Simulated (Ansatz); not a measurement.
# Cl− with H2S: superposition error and deformation

The task here is to estimate one member of a computed series from the others.

Program: Ansatz 0.2.0, Gaussian basis. Level of theory: PBE0-D4 structures, single points in def2-TZVPPD. These are calculated values, not measurements.

Levels: PBE-D4, revPBE-D4, BLYP-D4, r2SCAN-D4, B97M-V, PBE0-D4, B3LYP-D4, HSE06-D4, wB97X-V, wB97M-V, B2PLYP, Hartree-Fock, MP2, CCSD, CCSD(T).

Correlated methods freeze the cores. B3LYP uses VWN-RPA correlation. B2PLYP carries no dispersion term here.

129 further runs of the same task are left out: 129 set aside as unsound or not needed.

### The system as given

The relaxed pair: 4 atoms, charge -1, spin multiplicity 1.

Atoms are counted from 1 here; the program's logs count them from 0.

Bond lengths: S2–H3 1.437 Å, S2–H4 1.341 Å. Angles: H3–S2–H4 92.6°.

Geometry (Å):

```xyz
4
ClH2S
Cl   -0.3879    2.1556    0.1696
S     0.5196   -1.0162   -0.4677
H     0.1421    0.3462   -0.2082
H    -0.2737   -1.4855    0.5063
```

Atoms 1 to 1 are fragment A (Cl−), the rest fragment B (H2S). From earlier runs, pair energy (eV) and counterpoise interaction (kJ/mol):

| method | E(pair) | interaction |
| --- | --- | --- |
| PBE-D4 | -23384.12410 | -78.22 |
| revPBE-D4 | -23389.87663 | -74.18 |
| BLYP-D4 | -23393.87122 | -69.00 |
| r2SCAN-D4 | -23392.28815 | -75.37 |
| B97M-V | -23387.83291 | -66.37 |
| PBE0-D4 | -23385.94942 | -74.11 |
| B3LYP-D4 | -23395.10024 | -67.62 |
| HSE06-D4 | -23385.52585 | -74.51 |
| wB97X-V | -23390.26267 | -63.15 |
| wB97M-V | -23392.38310 | -61.83 |
| B2PLYP | -23386.83314 | -61.38 |
| Hartree-Fock | -23355.03493 | -36.08 |
| MP2 | -23366.16612 | -63.69 |
| CCSD(T) | -23367.67612 | -57.43 |

First each fragment is run alone in its own basis, frozen in the shape it has in the pair (a, b).

The first run:

Contents of a/in.yaml:

```yaml
crystal:
  periodic: [false, false, false]
  atoms:
    - {symbol: Cl, position_ang: [-0.387922, 2.155596, 0.169608]}
basis:
  gaussian: {orbitals: "def2-TZVPPD.json"}
total_charge: -1
hamiltonian: {xc: {name: wB97X-V}}
```

Contents of b/in.yaml:

```yaml
crystal:
  periodic: [false, false, false]
  atoms:
    - {symbol: S, position_ang: [0.519555, -1.016227, -0.467703]}
    - {symbol: H, position_ang: [0.142101, 0.346154, -0.208163]}
    - {symbol: H, position_ang: [-0.273734, -1.485523, 0.506259]}
basis:
  gaussian: {orbitals: "def2-TZVPPD.json"}
hamiltonian: {xc: {name: wB97X-V}}
```

The basis file named in the input lies beside it (Basis Set Exchange, JSON).

One command serves all of them, each in its own folder.

Started as:

```bash
ansatz run in.yaml --threads 2 --pin off --events-out ev --progress --plain --max-ram 5222MiB
```

Among the steps run: wB97X-V/def2-TZVPPD; wB97M-V/def2-TZVPPD; B2PLYP/def2-TZVPPD; B97M-V/def2-TZVPPD; CCSD(T)/def2-TZVPPD; Relaxing H2S alone; PBE-D4/def2-TZVPPD; r2SCAN-D4/def2-TZVPPD; PBE0-D4/def2-TZVPPD; B3LYP-D4/def2-TZVPPD; BLYP-D4/def2-TZVPPD; revPBE-D4/def2-TZVPPD; HSE06-D4/def2-TZVPPD.

One of the session's tables, all rows but one given; the rest of the session is left out.

```
      method  interaction with counterpoise (kJ/mol)
      PBE-D4                                  -78.22
   revPBE-D4                                  -74.18
     BLYP-D4                                  -69.00
   r2SCAN-D4                                  -75.37
      B97M-V                                  -66.37
     PBE0-D4                                  -74.11
    B3LYP-D4                                  -67.62
    HSE06-D4                                  -74.51
     wB97X-V                                  -63.15
     wB97M-V                                  -61.83
      B2PLYP                                  -61.38
Hartree-Fock                                  -36.08
         MP2                                  -63.69
        CCSD                                       ?
     CCSD(T)                                  -57.43
```

Estimate the missing values for CCSD.

As computed: interaction with counterpoise (kJ/mol): -53.06. In the column «interaction with counterpoise (kJ/mol)» it lies between CCSD(T) (-57.43) and Hartree-Fock (-36.08).
